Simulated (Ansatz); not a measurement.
# AsH₃+ (doublet): wave-function methods side by side at a displaced geometry (v2), cc-pVTZ

Aim: climb from Hartree-Fock through coupled cluster and multireference methods for AsH₃+ (doublet) at one geometry and basis, and see what each rung misses.

The runs use Ansatz 0.2.0, Gaussian basis; cc-pVTZ, core rule «outside noble gas», up to 14 orbitals frozen.

Plan: UHF; CCSD(T) on ROHF; CCSD(T) on UHF; BCCD(T) on ROHF; CCSDT(Q) on ROHF; CCSDT(Q) on UHF; CASSCF and MRCISD+Q, 7 electrons in 7 orbitals; CASSCF and NEVPT2, 7 electrons in 7 orbitals.

11 further runs of the same task are left out: 5 that didn't finish, 6 set aside as unsound or not needed. Runs told in other sessions of the task aren't counted.

## 1. What is computed

The geometry is a PBE0/def2-TZVP stationary point (not a proven minimum) with its atoms shifted at random (size 0.100 Å). No spin-orbit coupling is included. The filled d shell of As may be among the frozen orbitals whatever the setting's name suggests.

4 atoms, charge 1, spin multiplicity 2.

Atoms are counted from 1 here; the program's logs count them from 0.

Bond lengths: As1–H2 1.343 Å, As1–H3 1.524 Å, As1–H4 1.572 Å. Angles: H2–As1–H3 114.1°, H2–As1–H4 110.7°, H3–As1–H4 110.7°.

In the tables R marks a restricted open-shell determinant and U an unrestricted one; 'valence' is the active space of 7 electrons in 7 orbitals; energies count from the table's Hartree-Fock row.

## 2. UHF

Contents of in.yaml:

```yaml
crystal:
  periodic: [false, false, false]
  atoms:
    - {symbol: As, position_ang: [0.003394, 0.001215, -0.016664]}
    - {symbol: H, position_ang: [1.274632, 0.023352, 0.417052]}
    - {symbol: H, position_ang: [-0.816628, 1.215717, 0.400634]}
    - {symbol: H, position_ang: [-0.710276, -1.329398, 0.420956]}
basis:
  gaussian: {orbitals: cc-pVTZ}
total_charge: 1
magnetization: {spin_polarized: true, initial_magnetization: 1}
hamiltonian: {xc: hf}
output: {orbitals: {seedname: orbitals}}
```

Command:

```
$ ansatz run in.yaml --threads 1 --pin off --events-out ev --progress --plain --max-ram 2393MiB
```

The log of the run:

```text
Functional definition: HF
  name "HF"
  cite "Fock, Z. Phys. 61, 126 (1930) doi:10.1007/BF01340294"
  parent pbe
  exchange = exact_x
  correlation = 0
660 factors; their error is unknown
mean field evaluation 1: about -60832.7183 eV, gradient 8.0e0 eV
mean field evaluation 2: about -60833.2656 eV, gradient 3.0e0 eV
mean field evaluation 4: about -60833.3488 eV, gradient 2.8e-1 eV
mean field evaluation 8: about -60835.0727 eV, gradient 3.8e-2 eV
mean field -60835.07274313 eV, -2235.6476878167 hartree, gradient 1.4e-5 eV, S^2 0.756208; 0 other end points of the search recorded, 0 dependent functions left out
reference -60835.07274313 eV, -2235.6476878167 hartree; 18, 17 occupied and 67, 68 virtual orbitals, 660 factors
Total energy: -60835.07274313 eV, -2235.6476878167 hartree
```

Wall time 0.63 s (1 thread of Arm Neoverse V1, shared host).

From the report: ⟨S²⟩ of the determinant 0.756 (pure doublet: 0.75).

## 3. CCSD(T) on ROHF

in.yaml: that of step 2 with these lines changed.

```diff
@@ -10,4 +10,3 @@
 total_charge: 1
-magnetization: {spin_polarized: true, initial_magnetization: 1}
-hamiltonian: {xc: hf}
-output: {orbitals: {seedname: orbitals}}
+magnetization: {spin_polarized: false, initial_magnetization: 1}
+correlation: {method: ccsd_t, electrons: outside_noble_gas}
```

Launched as before.

The log of the run, shortened:

```text
Functional definition: HF
  name "HF"
  cite "Fock, Z. Phys. 61, 126 (1930) doi:10.1007/BF01340294"
  parent pbe
[...]
503 factors; integrals over basis functions are off by at most 1.2e-3 eV
[...]
mean field -60835.00475352 eV, -2235.6451892444 hartree, gradient 2.1e-6 eV, S^2 0.750000; 0 other end points of the search recorded, 0 dependent functions left out
[...]
14 core orbitals not correlated: weight in the atoms' cores, before any rotation towards them, 1.000 or more for the frozen orbitals, at most 0.000 for the correlated occupied ones
reference -60835.00475352 eV, -2235.6451892444 hartree; 4, 3 occupied and 67, 68 virtual orbitals, 503 factors
second order -3.31319955 eV of doubles, -0.04003875 eV of singles
cycle   1  -3.84437156 eV  change   -4.9e-1 eV  update   5.1e-2
[...]
cycle   9  -4.03557499 eV  change    7.1e-6 eV  update   8.7e-6
perturbative correction -0.10176226 eV, -0.0037396942 hartree
Total energy: -60839.14209076 eV, -2235.7972335840 hartree
```

Wall time 2.8 s (1 thread of Arm Neoverse V1, shared host); peak memory 0.28 GiB.

From the report: correlation -4.1373 eV; T1 0.017; largest double amplitude 0.05.

## 4. CCSD(T) on UHF

in.yaml: that of step 3 with these lines changed.

```diff
@@ -10,3 +10,3 @@
 total_charge: 1
-magnetization: {spin_polarized: false, initial_magnetization: 1}
+magnetization: {spin_polarized: true, initial_magnetization: 1}
 correlation: {method: ccsd_t, electrons: outside_noble_gas}
```

Same command.

The log of the run, shortened:

```text
Functional definition: HF
  name "HF"
  cite "Fock, Z. Phys. 61, 126 (1930) doi:10.1007/BF01340294"
  parent pbe
[...]
503 factors; integrals over basis functions are off by at most 1.2e-3 eV
[...]
mean field -60835.07333086 eV, -2235.6477094154 hartree, gradient 3.2e-6 eV, S^2 0.756208; 0 other end points of the search recorded, 0 dependent functions left out
14 core orbitals not correlated: weight in the atoms' cores, before any rotation towards them, 1.000 or more for the frozen orbitals, at most 0.000 for the correlated occupied ones
reference -60835.07333086 eV, -2235.6477094154 hartree; 4, 3 occupied and 67, 68 virtual orbitals, 503 factors
second order -3.29129326 eV of doubles, -0.00000000 eV of singles
cycle   1  -3.78056045 eV  change   -4.9e-1 eV  update   5.0e-2
[...]
cycle   9  -3.97281628 eV  change    8.0e-6 eV  update   8.5e-6
perturbative correction -0.10064282 eV, -0.0036985553 hartree
Total energy: -60839.14678996 eV, -2235.7974062761 hartree
```

It took 2.6 s on 1 thread of Arm Neoverse V1, shared host; peak memory 0.28 GiB.

From the report: ⟨S²⟩ of the determinant 0.756 (pure doublet: 0.75); correlation -4.0735 eV; T1 0.011; largest double amplitude 0.05.

## 5. BCCD(T) on ROHF

in.yaml: that of step 4 with these lines changed.

```diff
@@ -10,3 +10,3 @@
 total_charge: 1
-magnetization: {spin_polarized: true, initial_magnetization: 1}
-correlation: {method: ccsd_t, electrons: outside_noble_gas}
+magnetization: {spin_polarized: false, initial_magnetization: 1}
+correlation: {method: bccd_t, electrons: outside_noble_gas}
```

The command is unchanged.

The log of the run, shortened:

```text
Functional definition: HF
  name "HF"
  cite "Fock, Z. Phys. 61, 126 (1930) doi:10.1007/BF01340294"
  parent pbe
[...]
503 factors; integrals over basis functions are off by at most 1.2e-3 eV
[...]
mean field -60835.00475352 eV, -2235.6451892444 hartree, gradient 2.1e-6 eV, S^2 0.750000; 0 other end points of the search recorded, 0 dependent functions left out
[...]
14 core orbitals not correlated: weight in the atoms' cores, before any rotation towards them, 1.000 or more for the frozen orbitals, at most 0.000 for the correlated occupied ones
reference -60835.00475352 eV, -2235.6451892444 hartree; 4, 3 occupied and 67, 68 virtual orbitals, 503 factors
second order -3.31319955 eV of doubles, -0.04003875 eV of singles
cycle   1  -3.85393341 eV  change   -5.0e-1 eV  update   5.1e-2
[...]
cycle  10  -4.03384600 eV  change   -4.2e-6 eV  update   3.7e-6
perturbative correction -0.10390024 eV, -0.0038182633 hartree
Total energy: -60839.14249975 eV, -2235.7972486141 hartree
```

It took 3.7 s on 1 thread of Arm Neoverse V1, shared host; peak memory 0.35 GiB.

From the report: correlation -4.1377 eV; largest double amplitude 0.05.

## 6. CCSDT(Q) on ROHF

in.yaml: that of step 5 with these lines changed.

```diff
@@ -11,2 +11,2 @@
 magnetization: {spin_polarized: false, initial_magnetization: 1}
-correlation: {method: bccd_t, electrons: outside_noble_gas}
+correlation: {method: ccsdt_q, electrons: outside_noble_gas}
```

Same command.

The log of the run, shortened:

```text
Functional definition: HF
  name "HF"
  cite "Fock, Z. Phys. 61, 126 (1930) doi:10.1007/BF01340294"
  parent pbe
[...]
998 factors; integrals over basis functions are off by at most 2.2e-7 eV
[...]
mean field -60835.00477774 eV, -2235.6451901347 hartree, gradient 9.0e-6 eV, S^2 0.750000; 0 other end points of the search recorded, 0 dependent functions left out
[...]
14 core orbitals not correlated: weight in the atoms' cores, before any rotation towards them, 1.000 or more for the frozen orbitals, at most 0.000 for the correlated occupied ones
reference -60835.00477774 eV, -2235.6451901347 hartree; 4, 3 occupied and 67, 68 virtual orbitals, 998 factors
second order -3.31322236 eV of doubles, -0.04003880 eV of singles
cycle   1  -3.84435332 eV  change   -4.9e-1 eV  update   5.7e-2
[...]
cycle  13  -4.15637663 eV  change   -2.3e-7 eV  update   5.8e-7
perturbative correction -0.00229023 eV, -0.0000841642 hartree
Total energy: -60839.16344459 eV, -2235.7980183227 hartree
```

It took 3 min on 1 thread of Arm Neoverse V1, shared host; peak memory 1.1 GiB.

From the report: correlation -4.1587 eV; T1 0.017; largest double amplitude 0.05.

## 7. CCSDT(Q) on UHF

in.yaml: that of step 6 with these lines changed.

```diff
@@ -10,3 +10,3 @@
 total_charge: 1
-magnetization: {spin_polarized: false, initial_magnetization: 1}
+magnetization: {spin_polarized: true, initial_magnetization: 1}
 correlation: {method: ccsdt_q, electrons: outside_noble_gas}
```

Same command.

The log of the run, shortened:

```text
Functional definition: HF
  name "HF"
  cite "Fock, Z. Phys. 61, 126 (1930) doi:10.1007/BF01340294"
  parent pbe
[...]
998 factors; integrals over basis functions are off by at most 2.2e-7 eV
[...]
mean field -60835.07335519 eV, -2235.6477103095 hartree, gradient 6.8e-6 eV, S^2 0.756208; 0 other end points of the search recorded, 0 dependent functions left out
14 core orbitals not correlated: weight in the atoms' cores, before any rotation towards them, 1.000 or more for the frozen orbitals, at most 0.000 for the correlated occupied ones
reference -60835.07335519 eV, -2235.6477103095 hartree; 4, 3 occupied and 67, 68 virtual orbitals, 998 factors
second order -3.29131577 eV of doubles, -0.00000000 eV of singles
cycle   1  -3.78054228 eV  change   -4.9e-1 eV  update   5.6e-2
[...]
cycle  13  -4.09264780 eV  change   -9.6e-8 eV  update   6.1e-7
perturbative correction -0.00234635 eV, -0.0000862267 hartree
Total energy: -60839.16834934 eV, -2235.7981985687 hartree
```

It took 2.8 min on 1 thread of Arm Neoverse V1, shared host; peak memory 1.1 GiB.

From the report: ⟨S²⟩ of the determinant 0.756 (pure doublet: 0.75); correlation -4.0950 eV; T1 0.011; largest double amplitude 0.05.

## 8. CASSCF and MRCISD+Q, 7 electrons in 7 orbitals

in.yaml: that of step 7 with these lines changed.

```diff
@@ -10,3 +10,3 @@
 total_charge: 1
-magnetization: {spin_polarized: true, initial_magnetization: 1}
-correlation: {method: ccsdt_q, electrons: outside_noble_gas}
+magnetization: {spin_polarized: false, initial_magnetization: 1}
+correlation: {method: fic_mrcisd_q, electrons: outside_noble_gas, active_space: {window: {electrons: 7, orbitals: 7}, shells: [{species: As, l: s, shell: 4}, {species: As, l: p, shell: 4}, {species: H, l: s, shell: 1}]}}
```

The command is unchanged.

The log of the run, shortened:

```text
Functional definition: HF
  name "HF"
  cite "Fock, Z. Phys. 61, 126 (1930) doi:10.1007/BF01340294"
  parent pbe
[...]
998 factors; integrals over basis functions are off by at most 2.2e-7 eV
[...]
mean field -60835.00477774 eV, -2235.6451901347 hartree, gradient 9.0e-6 eV, S^2 0.750000; 0 other end points of the search recorded, 0 dependent functions left out
reference -60835.00477774 eV, -2235.6451901347 hartree; 18, 17 occupied and 67, 68 virtual orbitals, 998 factors
state -60836.34447399 eV, -2235.6944230639 hartree
contracted CI cycle   1: correlation 0.00000000 eV, 0.0000000000 hartree, residual 1.46e1 eV
contracted CI cycle   2: correlation -2.56343863 eV, -0.0942046321 hartree, residual 3.08e0 eV
contracted CI cycle   3: correlation -2.67144305 eV, -0.0981737213 hartree, residual 7.05e-1 eV
contracted CI cycle   4: correlation -2.67685042 eV, -0.0983724383 hartree, residual 1.70e-1 eV
contracted CI cycle   5: correlation -2.67715003 eV, -0.0983834490 hartree, residual 3.96e-2 eV
contracted CI cycle   6: correlation -2.67716657 eV, -0.0983840570 hartree, residual 9.16e-3 eV
contracted CI cycle   7: correlation -2.67716751 eV, -0.0983840914 hartree, residual 2.19e-3 eV
contracted CI cycle   8: correlation -2.67716756 eV, -0.0983840933 hartree, residual 5.29e-4 eV
state -60836.34447399 eV, -2235.6944230639 hartree; corrected -60839.14092870 eV, -2235.7971908787 hartree
Total energy: -60839.14092870 eV, -2235.7971908787 hartree
Checks for a lower state left out: starts, orbital_swaps
```

It took 8 s on 1 thread of Arm Neoverse V1, shared host; peak memory 0.3 GiB.

From the report: 1,225 determinants; active occupations 1.99, 1.97, 1.96, 1.00, 0.03, 0.03, 0.02.

## 9. CASSCF and NEVPT2, 7 electrons in 7 orbitals

Contents of in.yaml:

```yaml
crystal:
  periodic: [false, false, false]
  atoms:
    - {symbol: As, position_ang: [0.003394, 0.001215, -0.016664]}
    - {symbol: H, position_ang: [1.274632, 0.023352, 0.417052]}
    - {symbol: H, position_ang: [-0.816628, 1.215717, 0.400634]}
    - {symbol: H, position_ang: [-0.710276, -1.329398, 0.420956]}
basis:
  gaussian: {orbitals: cc-pVTZ}
total_charge: 1
magnetization: {spin_polarized: false, initial_magnetization: 1}
correlation: {method: sc_nevpt2, electrons: outside_noble_gas, active_space: {window: {electrons: 7, orbitals: 7}, shells: [{species: As, l: s, shell: 4}, {species: As, l: p, shell: 4}, {species: H, l: s, shell: 1}]}}
```

Launched as before.

The log of the run:

```text
Functional definition: HF
  name "HF"
  cite "Fock, Z. Phys. 61, 126 (1930) doi:10.1007/BF01340294"
  parent pbe
  exchange = exact_x
  correlation = 0
998 factors; integrals over basis functions are off by at most 2.2e-7 eV
mean field evaluation 1: about -60834.4272 eV, gradient 1.0e1 eV
mean field evaluation 2: about -60834.4285 eV, gradient 1.0e1 eV
mean field evaluation 4: about -60834.9939 eV, gradient 1.4e0 eV
mean field evaluation 8: about -60835.0048 eV, gradient 1.4e-3 eV
mean field -60835.00477774 eV, -2235.6451901347 hartree, gradient 9.0e-6 eV, S^2 0.750000; 0 other end points of the search recorded, 0 dependent functions left out
reference -60835.00477774 eV, -2235.6451901347 hartree; 18, 17 occupied and 67, 68 virtual orbitals, 998 factors
state -60836.34447399 eV, -2235.6944230639 hartree
state -60836.34447399 eV, -2235.6944230639 hartree; corrected -60838.44420983 eV, -2235.7715869328 hartree
Total energy: -60838.44420983 eV, -2235.7715869328 hartree
Checks for a lower state left out: starts, orbital_swaps
```

Run time: 4.8 s. Hardware: 1 thread of Arm Neoverse V1, shared host.

From the report: 1,225 determinants; active occupations 1.99, 1.97, 1.96, 1.00, 0.03, 0.03, 0.02.

## 10. How many determinants matter

Natural occupations of the CASSCF valence state about the gap (report; correlated orbitals 1 to 7): 1.987, 1.972, 1.964, 1.001, 0.034, 0.025, 0.017. The count of effectively unpaired electrons, Σ n²(2 − n)², is 1.02; a single determinant of this spin has 1.

## 11. All levels against the top one

The yardstick is UCCSDT(Q), where the cluster series has nearly closed. Rows without a time are mean-field rows or come out of runs for another level: lower rungs of the coupled-cluster runs, CASSCF and MRCISD of the multireference runs, or the Hartree-Fock search.

Differences are taken before rounding.

```csv
method,energy from the lowest ROHF (meV),from UCCSDT(Q) (meV),time
ROHF,0.0,+4163.6,
UHF,-68.6,+4095.0,
RMP2,-3353.2,+810.4,
UMP2,-3359.9,+803.7,
RCCSD,-4035.6,+128.0,
UCCSD,-4041.4,+122.2,
RCCSD(T),-4137.3,+26.3,2.8 s
UCCSD(T),-4142.0,+21.6,2.6 s
BCCD(T),-4137.7,+25.8,3.7 s
RCCSDT,-4156.4,+7.2,
UCCSDT,-4161.2,+2.3,
RCCSDT(Q),-4158.7,+4.9,3 min
UCCSDT(Q),-4163.6,0,2.8 min
CASSCF valence,-1339.7,+2823.9,
NEVPT2 valence,-3439.5,+724.1,4.8 s
MRCISD valence,-4016.9,+146.7,
MRCISD+Q valence,-4136.2,+27.4,8 s
```

Among the levels timed on like hardware and quicker than the yardstick, those that no quicker one beats, quickest first: UCCSD(T) (2.6 s, +21.6 meV).

## 12. Results

```
                         quantity                                                                     value
    UCCSDT(Q) from the ROHF energy                                                                -4.1636 eV
              RMP2 from UCCSDT(Q)                                                                +810.4 meV
              UMP2 from UCCSDT(Q)                                                                +803.7 meV
             RCCSD from UCCSDT(Q)                                                                +128.0 meV
          RCCSD(T) from UCCSDT(Q)                                                                 +26.3 meV
          UCCSD(T) from UCCSDT(Q)                                                                 +21.6 meV
         RCCSDT(Q) from UCCSDT(Q)                                                                  +4.9 meV
    NEVPT2 valence from UCCSDT(Q)                                                                +724.1 meV
  MRCISD+Q valence from UCCSDT(Q)                                                                 +27.4 meV
levels within 1 kcal/mol (43 meV)  RCCSD(T), UCCSD(T), BCCD(T), RCCSDT, UCCSDT, RCCSDT(Q), MRCISD+Q valence
                    T1 diagnostic                                                                     0.017
   effectively unpaired electrons                                                                      1.02
```

In words: RCCSD(T) misses by +26.3 meV, 0.6 % of the correlation energy. One determinant dominates. Of the multireference levels listed MRCISD+Q valence comes nearest in total energy (+27.4 meV), which doesn't show that its space is the better one. These misses are within one basis, not against nature; the frozen cores of restricted and unrestricted runs differ, which can shift their rows.

UCCSD(T) reaches 21.6 meV from the reference in 2.6 s, where UCCSDT(Q) took 2.8 min.
